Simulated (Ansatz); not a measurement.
# CH4AlClO: the cost of one run

Program: Ansatz 0.2.0. Level of theory: RKS PBE/def2-SVP. These are calculated values, not measurements.

**1. Starting point**

Bond lengths: Al1–Cl2 2.598 Å, Al1–O3 1.652 Å, Al1–C4 2.299 Å, O3–C4 1.443 Å, Al1–H6 1.505 Å, C4–H7 1.091 Å, C4–H8 1.090 Å. Angles: Cl2–Al1–O3 115.8°, Cl2–Al1–C4 78.1°, Cl2–Al1–H6 111.9°, O3–Al1–C4 38.6°, O3–Al1–H6 132.3°, C4–Al1–H6 165.9°, Al1–O3–C4 95.7°, Al1–C4–O3 45.7°, Al1–C4–H7 117.8°, Al1–C4–H8 131.3°, O3–C4–H7 108.9°, O3–C4–H8 108.4°, H7–C4–H8 109.3°.

As a file:

```xyz
8

Al   -0.9270   -0.8104    0.4615
Cl    1.3825   -1.0395    1.6296
O    -0.9534    0.1255   -0.9001
C     0.3389    0.7295   -0.6844
H     1.0513    0.1133    0.3343
H    -2.0079   -1.5472    1.2061
H     0.1991    1.7844   -0.4416
H     0.9166    0.6446   -1.6053
```

**2. A restrained relaxation towards end A**

Springs on the bonds that form and break draw the guess towards this end; the thresholds are loose.

File input.yaml:

```yaml
crystal:
  periodic: [false, false, false]
  atoms:
    - { symbol: Al, position_ang: [-0.927, -0.8104, 0.4615] }
    - { symbol: Cl, position_ang: [1.3825, -1.0395, 1.6296] }
    - { symbol: O, position_ang: [-0.9534, 0.1255, -0.9001] }
    - { symbol: C, position_ang: [0.3389, 0.7295, -0.6844] }
    - { symbol: H, position_ang: [1.0513, 0.1133, 0.3343] }
    - { symbol: H, position_ang: [-2.0079, -1.5472, 1.2061] }
    - { symbol: H, position_ang: [0.1991, 1.7844, -0.4416] }
    - { symbol: H, position_ang: [0.9166, 0.6446, -1.6053] }
basis:
  gaussian: { orbitals: def2-SVP }
hamiltonian:
  xc: pbe
relax:
  f_tol: 0.15
  max_steps: 25
  restrain:
    - { distance: [4, 1], at: 2.63, k: 30.0 }
    - { distance: [0, 3], at: 3.27, k: 30.0 }
    - { distance: [0, 1], at: 2.23, k: 30.0 }
    - { distance: [4, 3], at: 1.07, k: 30.0 }
```

Run with:

```sh
ansatz run input.yaml --threads 2 --pin off --max-ram 3072MiB --backend cpu --events-out ev --progress --plain --runs-dir out
```

Q: Estimate wall time and peak memory on 2 threads of AMD EPYC 7R43 (Zen 3), shared host.

About 17 s, with a peak of 0.16 GiB.
